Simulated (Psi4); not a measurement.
# B97-3c/def2-mTZVP (core potential) run of PbS (SMILES [S][Pb])

Aim: a single-point energy of PbS. The job is set up through a QCSchema input.

The calculation is run with Psi4 1.11.

4 further runs of the same task are left out: 1 that didn't finish, 3 set aside as unsound or not needed.

**1. The structure to begin with**

PbS has 2 atoms, charge 0, and is taken as a singlet. SMILES: `[S][Pb]`. The bond length is the measured one.

Bond lengths: S1–Pb2 2.287 Å.

**2. A single-point energy at B97-3c/def2-mTZVP (core potential)**

File pbs.json:

```json
{
 "schema_name": "qcschema_input",
 "schema_version": 1,
 "molecule": {
  "schema_name": "qcschema_molecule",
  "schema_version": 2,
  "symbols": ["S", "Pb"],
  "geometry": [0.0, 0.0, 0.0, 0.0, 0.0, 4.32154475],
  "molecular_charge": 0,
  "molecular_multiplicity": 1
 },
 "driver": "energy",
 "model": {
  "method": "b97-3c",
  "basis": "(auto)"
 },
 "keywords": {
  "reference": "rks",
  "scf_type": "direct",
  "e_convergence": 1e-10,
  "guess": "modhuckel",
  "maxiter": 80
 }
}
```

The run is started by

```bash
$ psi4 --qcschema pbs.json -n 1 --memory 1600MB
```

Q: Predict the results. Wanted: total energy; dipole moment; HOMO energy; LUMO energy; HOMO–LUMO gap.

Computed results:

Level: B97-3c/def2-mTZVP (core potential).

```
     quantity          value
 total energy  -591.41148 Eh
dipole moment         3.96 D
  HOMO energy       -6.02 eV
  LUMO energy       -3.05 eV
HOMO–LUMO gap        2.97 eV
```
